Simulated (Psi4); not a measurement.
# U-revPBE/6-31G(d) (spherical functions) run of SiNHF3 (SMILES [NH][Si](F)(F)F)

Aim: the energy change on altering one bond length of SiNHF3 at U-revPBE/6-31G* (spherical functions), from 2 runs. 

The results are computed with Psi4 1.11.

4 further runs of the same task are left out: 3 that didn't finish, 1 set aside as unsound or not needed.

## (1) Starting point

SiNHF3: 6 atoms, total charge 0, spin state doublet. As SMILES, `[NH][Si](F)(F)F`. The coordinates come from a PBE0-D4/def2-TZVP relaxation.

Bond lengths: N1–Si2 1.723 Å, Si2–F3 1.568 Å, Si2–F4 1.573 Å, Si2–F5 1.573 Å, N1–H6 1.021 Å. Angles: N1–Si2–F3 109.4°, N1–Si2–F4 111.5°, N1–Si2–F5 111.4°, F3–Si2–F4 107.8°, F3–Si2–F5 107.8°, F4–Si2–F5 108.9°, Si2–N1–H6 114.3°.

## (2) Energy and forces at U-revPBE/6-31G(d) (spherical functions)

calc.dat

```
memory 2200 mb

molecule system {
  0 2
  N     -0.974500     0.604600     0.713900
  Si     0.193600    -0.089600    -0.346100
  F     -0.087100     0.387600    -1.812600
  F      0.123100    -1.661400    -0.330200
  F      1.652300     0.359600     0.035600
  H     -0.865300     0.335400     1.693200
  symmetry c1
  no_reorient
  no_com
}

set basis 6-31G*
set reference uks
set puream true
set e_convergence 1e-09
set d_convergence 1e-08
set scf_type pk
set dft_radial_points 99
set dft_spherical_points 590
set maxiter 100

E = gradient('revpbe')
print_variables()
```

Launch:

```console
$ psi4 -n 1 calc.dat calc.out
```

calc.out, cut to the lines that bear on the results:

```text
[...]
  Running in c1 symmetry.
[...]
  Nuclear repulsion =  256.064953319374581
[...]
  Multiplicity = 2
[...]
  Nalpha       = 25
  Nbeta        = 24
[...]
    Number of basis functions: 76
[...]
   @UKS iter   1:  -644.08861609695032   -3.16058e-01   9.52377e-03 ADIIS/DIIS
[...]
   @UKS iter  13:  -644.28871461410074   -1.70530e-12   3.52709e-09 DIIS
[...]
   @S^2 Observed:                7.523716482E-01
[...]
    Orbital Energies [Eh]
    ---------------------
    Alpha Occupied:
       1A    -65.537945     2A    -24.299048     3A    -24.298952
       4A    -24.293129     5A    -14.059908     6A     -5.160754
       7A     -3.567906     8A     -3.567660     9A     -3.564993
      10A     -1.127676    11A     -1.101772    12A     -1.098013
      13A     -0.798078    14A     -0.522848    15A     -0.457878
      16A     -0.453493    17A     -0.443635    18A     -0.397037
      19A     -0.395205    20A     -0.392384    21A     -0.379327
      22A     -0.367442    23A     -0.355353    24A     -0.302005
      25A     -0.281580
    Alpha Virtual:
[...]
  @UKS Final Energy:  -644.28871461410074
   => Energetics <=
    Nuclear Repulsion Energy =            256.0649533193745810
    One-Electron Energy =               -1403.9553663196988964
    Two-Electron Energy =                 563.1868222593259361
    DFT Exchange-Correlation Energy =     -59.5851238731023969
    Empirical Dispersion Energy =           0.0000000000000000
    VV10 Nonlocal Energy =                  0.0000000000000000
    Total Energy =                       -644.2887146141007406
[...]
 Multipole Moments:
 ------------------------------------------------------------------------------------
     Multipole            Electronic (a.u.)      Nuclear  (a.u.)        Total (a.u.)
 ------------------------------------------------------------------------------------
 L = 1.  Multiply by 2.5417464519 to convert [e a0] to [Debye]
 Dipole X            :        -19.2952430           19.3097885            0.0145455
 Dipole Y            :          9.1476332           -9.2872480           -0.1396149
 Dipole Z            :         33.0302832          -32.3515444            0.6787389
 Magnitude           :                                                    0.6931020
[...]
  -Total Gradient:
     Atom            X                  Y                   Z
    ------   -----------------  -----------------  -----------------
       1        0.013522659065    -0.010294749938    -0.000423992186
       2        0.008133677064    -0.004416200405    -0.008851911125
       3        0.006135637707    -0.009675496861     0.027958439588
       4        0.001742382030     0.030616462746    -0.000699536268
       5       -0.028284059627    -0.009021416922    -0.007907769726
       6       -0.001258029302     0.002900385590    -0.010211280939
[...]
```

It took 35 s on 1 thread of Intel Xeon Platinum 8259CL at 2.50GHz (Skylake/Cascade Lake), shared host; peak memory 0.89 GiB.

## (3) The distorted shape: a single-point energy at U-revPBE/6-31G(d) (spherical functions)

calc.py

```python
import psi4

psi4.set_memory(2200000000)
psi4.set_num_threads(1)
psi4.core.set_output_file('f3hnsi.out', False)

m = psi4.geometry("""
0 2
N     -0.749948     0.222854     1.887058
Si     0.418152    -0.471346     0.827058
F     -0.087100     0.387600    -1.812600
F      0.347652    -2.043146     0.842958
F      1.876852    -0.022146     1.208758
H     -0.640748    -0.046346     2.866358
units angstrom
symmetry c1
""")

options = {'basis': '6-31G*', 'reference': 'uks', 'puream': True, 'e_convergence': 1e-09, 'd_convergence': 1e-08, 'scf_type': 'pk', 'dft_radial_points': 99, 'dft_spherical_points': 590, 'maxiter': 100}
psi4.set_options(options)

E = psi4.energy('REVPBE')
print(f'REVPBE energy: {E:.10f} Eh')
```

Launch:

```console
$ python calc.py
```

f3hnsi.out, cut to the lines that bear on the results:

```text
[...]
  Running in c1 symmetry.
[...]
  Nuclear repulsion =  223.153999925431293
[...]
  Multiplicity = 2
[...]
  Nalpha       = 25
  Nbeta        = 24
[...]
    Number of basis functions: 76
[...]
   @UKS iter   1:  -643.51555213958056   -1.07283e-01   1.35899e-02 ADIIS/DIIS
[...]
   @UKS iter  34:  -644.10775034360222   -9.09495e-13   2.12170e-09 DIIS
[...]
   @S^2 Observed:                7.598858330E-01
[...]
    Orbital Energies [Eh]
    ---------------------
    Alpha Occupied:
       1A    -65.597324     2A    -24.344978     3A    -24.344854
       4A    -24.206601     5A    -14.073761     6A     -5.216713
       7A     -3.624899     8A     -3.623163     9A     -3.620353
      10A     -1.161534    11A     -1.143338    12A     -0.946623
      13A     -0.811104    14A     -0.550261    15A     -0.488297
      16A     -0.475212    17A     -0.449636    18A     -0.430450
      19A     -0.421491    20A     -0.410464    21A     -0.309083
      22A     -0.295777    23A     -0.286191    24A     -0.258144
      25A     -0.242513
    Alpha Virtual:
[...]
  @UKS Final Energy:  -644.10775034360222
   => Energetics <=
    Nuclear Repulsion Energy =            223.1539999254312931
    One-Electron Energy =               -1337.7168550392134421
    Two-Electron Energy =                 529.8369589896424259
    DFT Exchange-Correlation Energy =     -59.3818542194624541
    Empirical Dispersion Energy =           0.0000000000000000
    VV10 Nonlocal Energy =                  0.0000000000000000
    Total Energy =                       -644.1077503436022198
[...]
 Multipole Moments:
 ------------------------------------------------------------------------------------
     Multipole            Electronic (a.u.)      Nuclear  (a.u.)        Total (a.u.)
 ------------------------------------------------------------------------------------
 L = 1.  Multiply by 2.5417464519 to convert [e a0] to [Debye]
 Dipole X            :          2.2008487           -1.8343996            0.3664491
 Dipole Y            :         -1.3210847            0.7414565           -0.5796282
 Dipole Z            :         -1.8963667            3.5421921            1.6458254
 Magnitude           :                                                    1.7829737
[...]
```

The script printed:

```text
REVPBE energy: -644.1077503436 Eh
```

Run time: 47 s. Hardware: 1 thread of Intel Xeon Platinum 8259CL at 2.50GHz (Skylake/Cascade Lake), shared host; peak memory 0.83 GiB.

## (4) Summary of results

At U-revPBE/6-31G* (spherical functions):

| quantity | value |
| --- | --- |
| first shape: total energy | -644.28871 Eh |
| first shape: dipole moment | 1.76 D |
| first shape: HOMO energy (highest over α and β) | -7.15 eV |
| first shape: LUMO energy (lowest over α and β) | -5.48 eV |
| first shape: ⟨S²⟩ | 0.752 |
| first shape: largest force on an atom | 1.580 eV/Å |
| distorted shape: total energy | -644.10775 Eh |
| distorted shape: dipole moment | 4.53 D |
| distorted shape: HOMO energy (highest over α and β) | -6.43 eV |
| distorted shape: LUMO energy (lowest over α and β) | -6.23 eV |
| distorted shape: ⟨S²⟩ | 0.760 |
| energy change with the Si2–F3 bond stretched from 1.568 to 2.821 Å | 4.924 eV |

What this shows: With the Si2–F3 bond stretched from 1.568 to 2.821 Å the energy rises by 4.92 eV (114 kcal/mol). The first shape isn't relaxed at this level, so the change isn't measured from a minimum. The largest force (first shape) is 1.58 eV/Å: the shape isn't a stationary point for this species at this level.
